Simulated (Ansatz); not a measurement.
**Br₂ (SMILES BrBr): functionals against CCSD(T) at one geometry**

Aim: energy, forces and dipole at a structure displaced at random from a GFN2-xTB minimum, from CCSD(T) and from density functionals.

Method: single points in def2-TZVPP; program: Ansatz 0.2.0, Gaussian basis.

Cores are frozen in the correlated methods. Filled d shells of the heavier atoms are correlated.

## 1. The system as given

SMILES `BrBr`, 2 atoms, charge 0, spin multiplicity 1.

Atoms are counted from 1 here; the program's logs count them from 0.

Bond lengths: Br1–Br2 2.301 Å.

Coordinates:

```
atom    x (Å)    y (Å)    z (Å)
 Br1   1.1114  -0.2292   0.3135
 Br2  -0.8740   0.5001  -0.5927
```

## 2. CCSD(T)/def2-TZVPP

run/in.yaml reads:

```yaml
crystal:
  periodic: [false, false, false]
  atoms:
    - {symbol: Br, position_ang: [1.111400, -0.229200, 0.313500]}
    - {symbol: Br, position_ang: [-0.874000, 0.500100, -0.592700]}
basis:
  gaussian: {orbitals: def2-TZVPP}
correlation: {method: ccsd_t}
output: {forces: true}
```

No record of the launch command was kept for these runs.

## 3. PBE0-D4/def2-TZVPP

Edit run/in.yaml of step 2 so:

```diff
@@ -7,3 +7,3 @@
   gaussian: {orbitals: def2-TZVPP}
-correlation: {method: ccsd_t}
-output: {forces: true}
+hamiltonian: {xc: pbe0, dispersion: d4}
+output: {forces: true, orbitals: {seedname: orbitals}}
```

## 4. wB97M-V/def2-TZVPP

Edit run/in.yaml of step 3 so:

```diff
@@ -7,3 +7,3 @@
   gaussian: {orbitals: def2-TZVPP}
-hamiltonian: {xc: pbe0, dispersion: d4}
-output: {forces: true, orbitals: {seedname: orbitals}}
+hamiltonian: {xc: {name: wB97M-V}}
+output: {forces: true}
```

## 5. r2SCAN-D4/def2-TZVPP

Edit run/in.yaml of step 4 so:

```diff
@@ -7,3 +7,3 @@
   gaussian: {orbitals: def2-TZVPP}
-hamiltonian: {xc: {name: wB97M-V}}
+hamiltonian: {xc: r2scan, dispersion: d4}
 output: {forces: true}
```

## 6. PBE-D4/def2-TZVPP

Edit run/in.yaml of step 5 so:

```diff
@@ -7,3 +7,3 @@
   gaussian: {orbitals: def2-TZVPP}
-hamiltonian: {xc: r2scan, dispersion: d4}
+hamiltonian: {xc: pbe, dispersion: d4}
 output: {forces: true}
```

## 7. CAM-B3LYP-D4/def2-TZVPP

Edit run/in.yaml of step 6 so:

```diff
@@ -7,3 +7,3 @@
   gaussian: {orbitals: def2-TZVPP}
-hamiltonian: {xc: pbe, dispersion: d4}
+hamiltonian: {xc: {name: CAM-B3LYP}, dispersion: d4}
 output: {forces: true}
```

## 8. wB97X-V/def2-TZVPP

Edit run/in.yaml of step 7 so:

```diff
@@ -7,3 +7,3 @@
   gaussian: {orbitals: def2-TZVPP}
-hamiltonian: {xc: {name: CAM-B3LYP}, dispersion: d4}
+hamiltonian: {xc: {name: wB97X-V}}
 output: {forces: true}
```

(Steps that only read results are left out.)

Before running it: what results should come out? Wanted: energy less free atoms, CCSD(T)/def2-TZVPP; RMS force component; RMS force error; HOMO and LUMO, PBE0-D4; T1 diagnostic.

The runs gave:

| quantity | value |
| --- | --- |
| energy less free atoms, CCSD(T)/def2-TZVPP | -198.2 kJ/mol |
| RMS force component | 0.009 to 0.258 eV/Å over the methods |
| RMS force error | PBE0-D4 0.170, wB97M-V 0.174, r2SCAN-D4 0.037, PBE-D4 0.094, CAM-B3LYP-D4 0.086, wB97X-V 0.250 eV/Å |
| HOMO and LUMO, PBE0-D4 | -8.13 and -3.64 eV |
| T1 diagnostic | 0.006 |

**Reading.** Against CCSD(T) the functionals' energies less atoms differ by -45.4 to -0.7 kJ/mol, PBE-D4 by -45.4 kJ/mol. The reference is not at the basis limit: in triple zeta CCSD(T) underbinds, which counts against methods that bind more; the gaps are no ranking. For forces r2SCAN-D4 does best and wB97X-V worst. Frozen-core CCSD(T) forces in triple zeta carry basis errors of their own, and this is one geometry, so small gaps rank nothing.
